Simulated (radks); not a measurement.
# P⁸⁺ in [He] 2s2 2p3: an all-electron calculation

What are the levels of the phosphorus ion P8+, how large are its shells, and how does its energy divide?

The numbers are computed with radks (a radial shooting solver on a logarithmic mesh, Libxc functionals) version 1 (scalar-relativistic Kohn-Sham, PBE, spin-polarised, spherical densities, point nucleus; open shells are filled with parallel spins first), except any that are marked as measured or tabulated.

### Step 1. Starting point

| Property | Result |
| --- | --- |
| element | phosphorus (Z = 15) |
| charge | +8 |
| electrons | 7 |
| configuration | [He] 2s2 2p3 |

Outer shells as boxes (Hund's rule):

P⁸⁺
```
[He] core
2s [↑↓]
2p [↑ ][↑ ][↑ ]
```

### Step 2. The run

The run's settings:

```text
Z 15
configuration [He] 2s2 2p3
relativity scalar-relativistic
functional pbe,pbe
spin polarised
nucleus point
c 137.035999084
```

What does the calculation give?

**Answer**, as computed:

```
                        quantity                      value
                    total energy         -306.27136 hartree
exchange-correlation share of it                     5.56 %
                            −T/E                     1.0043
          highest occupied level          2p up, -347.92 eV
    most extended occupied level  2s down, <r> = 0.481 bohr
 radius at density 0.001 e/bohr³                  1.39 bohr
    maxima of the radial density                          2
         ionisation energy, NIST       372.3 (semi-emp.) eV
```

2 principal shells are occupied and 2 maxima appear in the radial density. −T/E is 1.004: with relativity the kinetic term as defined here no longer equals −E. The top level binds by 347.92 eV, 93 % of the NIST ionisation energy of 372.3 eV. Open shells are spherical and high-spin; term and fine-structure splittings are not resolved.
